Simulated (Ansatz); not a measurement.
# CH6B2O: how energies converge with the basis set

An exercise on one series of results from a longer session: the logs are not shown, and one member is left open.

Computed with Ansatz 0.2.0, Gaussian basis. Level: one geometry, several basis sets.

Plan: PBE0-D4/def2-SVP; ωB97M-V/def2-SVP; PBE0-D4/def2-QZVPP; ωB97M-V/def2-QZVPP; the functionals' def2-TZVPP values are taken from earlier runs.

## The geometry

An earlier PBE0-D4 in a triple-zeta def2 set relaxation fixed the geometry.

SMILES `BCBO`, 10 atoms, charge 0, spin multiplicity 1.

Atoms are counted from 1 here; the program's logs count them from 0.

Bond lengths: B1–C2 1.544 Å, B1–H5 1.198 Å, B1–H6 1.197 Å, C2–B3 1.579 Å, C2–H7 1.093 Å, C2–H8 1.099 Å, B3–O4 1.352 Å, B3–H9 1.197 Å, O4–H10 0.962 Å. Angles: C2–B1–H5 121.2°, C2–B1–H6 120.3°, H5–B1–H6 118.4°, B1–C2–B3 107.4°, B1–C2–H7 114.2°, B1–C2–H8 108.8°, B3–C2–H7 111.8°, B3–C2–H8 103.3°, H7–C2–H8 110.7°, C2–B3–O4 122.9°, C2–B3–H9 121.4°, O4–B3–H9 115.7°, B3–O4–H10 113.6°.

The first run:

Input file in.yaml:

```yaml
crystal:
  periodic: [false, false, false]
  atoms:
    - {symbol: B, position_ang: [-1.348786, 0.618759, -0.011046]}
    - {symbol: C, position_ang: [-0.358055, -0.537147, -0.267143]}
    - {symbol: B, position_ang: [0.962137, -0.213914, 0.535955]}
    - {symbol: O, position_ang: [2.117123, 0.148811, -0.066390]}
    - {symbol: H, position_ang: [-1.577270, 1.438692, -0.854314]}
    - {symbol: H, position_ang: [-1.869894, 0.742002, 1.060042]}
    - {symbol: H, position_ang: [-0.153893, -0.725992, -1.324537]}
    - {symbol: H, position_ang: [-0.738011, -1.443894, 0.223771]}
    - {symbol: H, position_ang: [0.995101, -0.270186, 1.731675]}
    - {symbol: H, position_ang: [2.054550, 0.191669, -1.025014]}
basis:
  gaussian: {orbitals: def2-SVP}
hamiltonian: {xc: pbe0, dispersion: d4}
output: {orbitals: {seedname: orbitals}}
```

Run with:

```sh
ansatz run in.yaml --threads 2 --pin off --events-out ev --progress --plain --max-ram 4352MiB
```

Steps of the session up to this table: PBE0-D4 in def2-SVP; ωB97M-V in def2-SVP; PBE0-D4 in def2-QZVPP; ωB97M-V in def2-QZVPP.

One table of the session follows, with a row left open; its other results are not shown here.

It belongs to the step «Density functionals: the series». 

| functional | basis | HOMO (eV) |
| --- | --- | --- |
| PBE0-D4 | def2-SVP | -8.61 |
| PBE0-D4 | def2-TZVPP | ? |
| PBE0-D4 | def2-QZVPP | -8.71 |
| ωB97M-V | def2-SVP | -10.89 |
| ωB97M-V | def2-TZVPP | -11.00 |
| ωB97M-V | def2-QZVPP | -11.02 |

Q: Estimate the row for PBE0-D4, def2-TZVPP from the others.

As computed: HOMO (eV): -8.69. In the column «HOMO (eV)» it lies between PBE0-D4, def2-QZVPP (-8.71) and PBE0-D4, def2-SVP (-8.61).
